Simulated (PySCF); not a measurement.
# C8H8O: magnetic properties

Aim: compute the magnetic properties of C8H8O (`C=C1C(=C)C(C=O)=C1C`).

Computed with PySCF 2.14.0 and routines of our own; the level stands in each step. Atoms count from 0.

## (1) The starting structure

17 atoms, charge 0, multiplicity 1; geometry from: GFN2-xTB.

## (2) Magnetic properties: GIAO HF/pcSseg-1

Job settings and geometry (Å):

```
{"job": {"kind": "mag", "xc": "HF", "basis": "pcSseg-1", "isotopologues": 0}, "charge": 0, "multiplicity": 1}
C      0.139649    -2.371708    -0.384383
C      0.179209    -1.064241    -0.175413
C      1.241799    -0.023260    -0.037318
C      2.561490    -0.009435    -0.072559
C      0.153397     0.963983     0.149179
C      0.115275     2.386336     0.372334
O     -0.895487     3.041517     0.503159
C     -0.820276    -0.001150     0.020187
C     -2.289890     0.008245     0.063337
H      1.038918    -2.951642    -0.501190
H     -0.795511    -2.903569    -0.444710
H      3.122758     0.900172     0.056642
H      3.126127    -0.911466    -0.233704
H      1.114474     2.863182     0.416841
H     -2.673361     0.807566    -0.570193
H     -2.701039    -0.948173    -0.251025
H     -2.624529     0.225673     1.078906
```

Level: GIAO HF/pcSseg-1 magnetisability, rotational g tensor and spin-rotation constants, non-relativistic, gas phase.

Started as:

```
> OMP_NUM_THREADS=1 python excited_run.py task.json out
```

This one command runs all jobs of the session in turn.

The log of the run:

```text
final grid: 143848 points
cycle   1  E = -382.0987062917  dE =  2.663e+00  |g| = 8.328e-01  |ddm| = 4.534e+00
cycle   2  E = -382.2189956283  dE = -1.203e-01  |g| = 6.456e-01  |ddm| = 1.436e+00
cycle   3  E = -382.2970266758  dE = -7.803e-02  |g| = 1.063e-01  |ddm| = 7.361e-01
cycle   4  E = -382.3015539825  dE = -4.527e-03  |g| = 2.947e-02  |ddm| = 1.980e-01
cycle   5  E = -382.3019234938  dE = -3.695e-04  |g| = 1.233e-02  |ddm| = 5.226e-02
cycle   6  E = -382.3020065364  dE = -8.304e-05  |g| = 5.622e-03  |ddm| = 2.877e-02
cycle   7  E = -382.3020350002  dE = -2.846e-05  |g| = 2.506e-03  |ddm| = 1.954e-02
cycle   8  E = -382.3020395988  dE = -4.599e-06  |g| = 7.263e-04  |ddm| = 8.691e-03
cycle   9  E = -382.3020401061  dE = -5.073e-07  |g| = 2.529e-04  |ddm| = 2.405e-03
cycle  10  E = -382.3020401612  dE = -5.514e-08  |g| = 9.335e-05  |ddm| = 7.260e-04
cycle  11  E = -382.3020401679  dE = -6.654e-09  |g| = 2.972e-05  |ddm| = 2.557e-04
cycle  12  E = -382.3020401686  dE = -6.808e-10  |g| = 1.494e-05  |ddm| = 8.631e-05
converged SCF energy = -382.3020401686

Magnetisability tensor (1e-30 J/T^2)
     -910.01      -45.06      -23.87
      -45.06     -885.60       91.13
      -23.87       91.13    -1431.40
isotropic -1075.67   principal values   -1446.71   -942.17   -838.12
isotropic susceptibility -64.778 1e-6 cm^3/mol

Inertial axes            a          b          c
rot. const./GHz      2.3954     1.4526     0.9093
chi total           -50.812    -56.400    -87.122
chi diamagnetic    -633.951   -914.334  -1434.570
chi paramagnetic    583.139    857.934   1347.448
quadrupole/D A      -10.013     13.477     -3.464
g nuclear            0.6113     0.5526     0.5724
g electronic        -0.6562    -0.5855    -0.5756
g total             -0.0449    -0.0329    -0.0032

Spin-rotation constants (kHz, H = +C I.J)
atom  isotope        aa         bb         cc
  9     1H        0.064     -0.060     -0.109
 10     1H       -0.233      0.117     -0.109
 11     1H       -0.081      0.021     -0.110
 12     1H        0.180     -0.138     -0.110
 13     1H       -0.178      0.154     -0.083
 14     1H       -0.097     -0.135     -0.043
 15     1H       -0.120     -0.043     -0.104
 16     1H       -0.204     -0.132     -0.011
  0    13C*       0.722      0.587      0.088
  1    13C*       0.879      0.720      0.135
  2    13C*       1.168      0.523      0.139
  3    13C*       0.894      0.387      0.089
  4    13C*       1.181      0.503      0.144
  5    13C*       1.126      0.737      0.176
  6    17O*      -2.504     -1.153      0.024
  7    13C*       1.365      0.652      0.131
  8    13C*       0.329      0.182      0.095
* in the singly substituted isotopologue
```

Run time: 12 s. Hardware: 1 thread of AMD EPYC 9R45, shared host; peak memory 0.85 GiB.

Key values:

| quantity | value |
| --- | --- |
| magnetisability | -1076·10⁻³⁰ J/T² |
| molar susceptibility | -64.8·10⁻⁶ cm³/mol |
| rotational g (a, b, c) | -0.0449, -0.0329, -0.0032 |

## (3) Magnetic properties: GIAO revPBE/3-21G in tetrahydrofuran

Settings changed since step 2:

```diff
@@ -1,2 +1,2 @@
-{"job": {"kind": "mag", "xc": "HF", "basis": "pcSseg-1", "isotopologues": 0}, "charge": 0, "multiplicity": 1}
+{"job": {"kind": "mag", "xc": "revPBE", "basis": "3-21G", "solvent": "tetrahydrofuran"}, "charge": 0, "multiplicity": 1}
 C      0.139649    -2.371708    -0.384383
```

Level: GIAO revPBE/3-21G magnetisability, non-relativistic, IEF-PCM tetrahydrofuran.

The log of the run:

```text
coarse grid: 14736 points
cycle   1  E = -382.3897006195  dE =  1.165e+00  |g| = 8.218e-01  |ddm| = 4.764e+00
cycle   2  E = -380.4143932101  dE =  1.975e+00  |g| = 2.500e+00  |ddm| = 3.416e+00
cycle   3  E = -382.3840605619  dE = -1.970e+00  |g| = 6.882e-01  |ddm| = 3.292e+00
cycle   4  E = -382.5240686005  dE = -1.400e-01  |g| = 1.664e-01  |ddm| = 9.780e-01
cycle   5  E = -382.5121518040  dE =  1.192e-02  |g| = 2.529e-01  |ddm| = 5.502e-01
cycle   6  E = -382.5313510725  dE = -1.920e-02  |g| = 4.564e-02  |ddm| = 3.564e-01
cycle   7  E = -382.5318414426  dE = -4.904e-04  |g| = 1.342e-02  |ddm| = 5.042e-02
cycle   8  E = -382.5318759439  dE = -3.450e-05  |g| = 7.672e-03  |ddm| = 1.923e-02
cycle   9  E = -382.5318914019  dE = -1.546e-05  |g| = 1.466e-03  |ddm| = 1.024e-02
cycle  10  E = -382.5318915983  dE = -1.963e-07  |g| = 1.212e-03  |ddm| = 2.767e-03
final grid: 143848 points
cycle  11  E = -382.5561740224  dE = -3.002e-05  |g| = 1.745e-02  |ddm| = 4.570e-02
cycle  12  E = -382.5558028905  dE =  3.711e-04  |g| = 4.485e-02  |ddm| = 6.912e-02
cycle  13  E = -382.5562357910  dE = -4.329e-04  |g| = 6.082e-03  |ddm| = 5.400e-02
cycle  14  E = -382.5562442343  dE = -8.443e-06  |g| = 1.118e-03  |ddm| = 7.213e-03
cycle  15  E = -382.5562445432  dE = -3.089e-07  |g| = 3.497e-04  |ddm| = 1.467e-03
cycle  16  E = -382.5562445764  dE = -3.321e-08  |g| = 1.183e-04  |ddm| = 4.863e-04
cycle  17  E = -382.5562445796  dE = -3.160e-09  |g| = 3.564e-05  |ddm| = 1.513e-04
cycle  18  E = -382.5562445799  dE = -3.412e-10  |g| = 9.362e-06  |ddm| = 4.384e-05
converged SCF energy = -382.5562445799

Magnetisability tensor (1e-30 J/T^2)
     -857.90      -75.87      -29.89
      -75.87     -847.19       89.19
      -29.89       89.19    -1361.31
isotropic -1022.13   principal values   -1376.91   -925.48   -764.02
isotropic susceptibility -61.554 1e-6 cm^3/mol

Inertial axes            a          b          c
rot. const./GHz      2.3954     1.4526     0.9093
chi total           -47.138    -54.608    -82.917
chi diamagnetic    -630.602   -908.762  -1428.311
chi paramagnetic    583.464    854.154   1345.394
quadrupole/D A       -7.107     12.607     -5.500
```

Wall time 7.9 s (1 thread of AMD EPYC 9R45, shared host); peak memory 0.54 GiB.

In short:

| quantity | value |
| --- | --- |
| magnetisability | -1022·10⁻³⁰ J/T² |
| molar susceptibility | -61.6·10⁻⁶ cm³/mol |

## (4) Summary of results

```
                                         quantity                      value
       magnetisability (step 2, GIAO HF/pcSseg-1)           -1076·10⁻³⁰ J/T²
  molar susceptibility (step 2, GIAO HF/pcSseg-1)         -64.8·10⁻⁶ cm³/mol
rotational g (a, b, c) (step 2, GIAO HF/pcSseg-1)  -0.0449, -0.0329, -0.0032
```

In words: The values above hold for this geometry and these levels alone. Vibrational averaging and real surroundings are missing from these values.
